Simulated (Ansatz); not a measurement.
## AlFH2OSi, SMILES [F][Al]1[O][SiH2]1: a rigid scan of one bond length

Computed with Ansatz 0.2.0, Python API.

`scan.py`:
```python
import ansatz as az
import numpy as np

molecule = (
    az.Crystal.molecule()
    .atom('F', (0.8982, -2.6205, 1.2199))
    .atom('Al', (0.197, -1.3811, 0.0289))
    .atom('O', (-1.1844, -0.2933, -0.6041))
    .atom('Si', (0.0823, 0.9338, -0.194))
    .atom('H', (0.5416, 1.5475, -1.4251))
    .atom('H', (-0.4927, 1.7496, 0.9283))
)

symbols = [site.symbol for site in molecule.cartesian_sites]
start = np.array([site.position_ang for site in molecule.cartesian_sites])
axis = (start[0] - start[1]) / np.linalg.norm(start[0] - start[1])
moving = [0]
lengths, energies = [1.634, 1.708, 1.782, 1.856, 1.931, 2.005, 2.079, 2.191], []
for length in lengths:
    xyz = start.copy()
    xyz[moving] += (length - np.linalg.norm(start[0] - start[1])) * axis
    point = az.Crystal.molecule()
    for symbol, place in zip(symbols, xyz):
        point = point.atom(symbol, place.tolist())
    model = point.calculation()
    model = model.basis(gaussian='6-31G*')
    model = model.correlation('mp2')
    summary = model.run(threads=1, pin='off').report
    energies.append(summary['free_energy_ev'])
    print(f'r = {length:6.3f} A  E = {energies[-1]:.5f} eV  <S^2> = {abs(summary["mean_field"]["state"]["spin_squared"]):.3f}')

fit = np.polynomial.Polynomial.fit(lengths, np.array(energies) - min(energies), 4).convert()
roots = [r.real for r in fit.deriv().roots() if abs(r.imag) < 1e-9 and fit.deriv(2)(r.real) > 0]
r_e = min(roots, key=lambda r: abs(r - lengths[int(np.argmin(energies))]))
print(f'minimum of the fit at {r_e:.4f} A, force constant {fit.deriv(2)(r_e):.2f} eV/A^2')
```

```console
$ python scan.py
r =  1.634 A  E = -19234.00271 eV  <S^2> = 0.000
r =  1.708 A  E = -19233.96915 eV  <S^2> = 0.000
r =  1.782 A  E = -19233.80380 eV  <S^2> = 0.000
r =  1.856 A  E = -19233.55101 eV  <S^2> = 0.000
r =  1.931 A  E = -19233.23803 eV  <S^2> = 0.000
r =  2.005 A  E = -19232.89610 eV  <S^2> = 0.000
r =  2.079 A  E = -19232.53743 eV  <S^2> = 0.000
r =  2.191 A  E = -19231.98703 eV  <S^2> = 0.000
minimum of the fit at 1.6537 A, force constant 29.69 eV/A^2
```

Caveats:
- Total energies depend on the basis set; only differences at equal settings carry meaning.
- The rest of the molecule is held rigid at a force-field or estimated start geometry, and the basis set is modest; single-reference methods fail as a bond breaks.
- The orbitals are restricted, so S² is zero by construction.
- Toward dissociation an unrestricted state can lie under the restricted one, by tenths of an eV for polar bonds under a functional and by 1 to 2 eV or more for others.
- S² is that of the Hartree-Fock reference.
- Hardware and time: 6.5 s on 1 thread of Arm Neoverse V1 (shared host), peak memory 0.19 GiB.
